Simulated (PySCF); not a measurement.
# C4H6Br2Ge (Ge(vinyl)2Br2): the cost of one run

Programs: PySCF 2.14.0, with density-fitted response routines of our own. Each step states its level of theory. These are calculated values for one molecule in the gas phase, unless marked as measured. Atoms are numbered from 0 throughout.

## (1) The starting structure

13 atoms, charge 0, multiplicity 1; geometry from: GFN2-xTB. The atoms were then displaced at random by about 0.03 Å, so the start is not that level's minimum.

Bonds of the start (Å): Ge0–C1 1.98, Ge0–C6 1.96, Ge0–Br11 2.41, Ge0–Br12 2.34, C1–C2 1.34, C1–H3 1.11, C2–H4 1.05, C2–H5 1.09, C6–C7 1.35, C6–H8 1.06, C7–H9 1.08, C7–H10 1.00.

## (2) Relaxing the molecule at PBE0-D3(BJ)/def2-SVP

What the job is given:

```
{"job": {"xc": "PBE0", "basis": "def2-SVP", "d3": "d3bj", "grid": 1, "maxiter": 40, "shake": 0.03, "kind": "geom"}, "charge": 0, "multiplicity": 1}
Ge    -0.389200    -0.456990    -0.443300
C     -0.841400    -0.635210     1.473770
C     -1.580920     0.227580     2.178050
H     -0.324800    -1.520140     1.905710
H     -1.940330     1.120490     1.751460
H     -1.724690     0.084680     3.246410
C      1.468320    -0.286740    -1.058410
C      2.005990     0.783790    -1.684280
H      2.025890    -1.148710    -0.806770
H      1.373350     1.649260    -1.846420
H      2.963070     0.778050    -1.965570
Br    -1.526220     1.541800    -1.151620
Br    -1.478420    -2.189980    -1.576830
```

Command:

```bash
> OMP_NUM_THREADS=1 python probes_run.py task.json out
```

This one command runs all jobs of the session in turn.

**Question.** How long does this first job take on 1 thread of Arm Neoverse V1, shared host, and how much memory does it need?

About 4 min, with a peak of 1 GiB.
